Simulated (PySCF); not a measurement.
**AlI: from the state search to spectroscopic constants**

One table from this session's results is given with a row withheld; the runs are named, their logs left out.

Program: PySCF 2.14.0. Level of theory: Al def2-SVP, I def2-SVP with ECP28, scalar-relativistic core potentials. These are calculated values, not measurements.

Set-up of the first run:

Settings of the job:

```yaml
atoms: Al, I
charge: 0
basis: Al def2-SVP, I def2-SVP with ECP28
Hamiltonian: scalar-relativistic core potentials
basis_functions: 44
electrons_treated: 38
masses_in_u: 26.9815, 126.9045
levels: PBE0, PBE, r²SCAN, LDA, revPBE, B2PLYP, LC-ωPBE, HF, MP2, SCS-MP2, CCSD, CCSD(T)
grid: 80 radial by 434 angular points
occupations: held fixed by the projection of orbital angular momentum
dissociation_limit: Al + I, each in its ground configuration
starting_distance_in_angstrom: 2.505
values_of_2S_to_try: 0, 2
```

On the command line:

```
> OMP_NUM_THREADS=1 python dia.py task.json out
```

Among the steps run: Set-up; First curve: PBE0; Higher solutions at PBE0; PBE (GGA); r²SCAN (meta-GGA); LDA (local density); revPBE; B2PLYP (double hybrid); LC-ωPBE; RHF; MP2 and coupled cluster.

One table of the session follows, with a row left open; its other results are not shown here.

It belongs to the step «The curves together». Energy (eV) from each level's lowest point:

| R (Å) | RHF | RHF-MP2 | RHF-SCS-MP2 | RHF-CCSD | RHF-CCSD(T) |
| --- | --- | --- | --- | --- | --- |
| 2.199 | 0.905 | 0.811 | 0.830 | n/a | n/a |
| 2.301 | 0.412 | 0.345 | 0.359 | 0.353 | 0.350 |
| 2.404 | 0.139 | 0.098 | 0.107 | 0.103 | 0.101 |
| 2.480 | 0.037 | 0.017 | 0.021 | 0.019 | 0.018 |
| 2.557 | 0.000 | 0.000 | 0.000 | 0.000 | 0.000 |
| 2.634 | 0.013 | 0.032 | 0.028 | 0.030 | 0.031 |
| 2.736 | 0.086 | 0.131 | 0.121 | 0.126 | 0.128 |
| 2.864 | ? | ? | ? | ? | ? |
| 3.017 | 0.469 | 0.577 | 0.553 | 0.565 | 0.571 |
| 3.222 | 0.811 | 0.959 | 0.925 | n/a | n/a |

Estimate the missing values for R (Å) = 2.864.

Worked estimate for «RHF». A straight line through the neighbours (2.736, 0.086) and (3.017, 0.469) gives 0.086 + (0.469 − 0.086) × (2.864 − 2.736) / (3.017 − 2.736) = 0.260; a parabola fitted to 4 rows on both sides gives 0.246.

**Answer.** RHF: 0.237; RHF-MP2: 0.312; RHF-SCS-MP2: 0.296; RHF-CCSD: 0.304; RHF-CCSD(T): 0.308. In «RHF» the line misses by +0.023 and the parabola by +0.009.
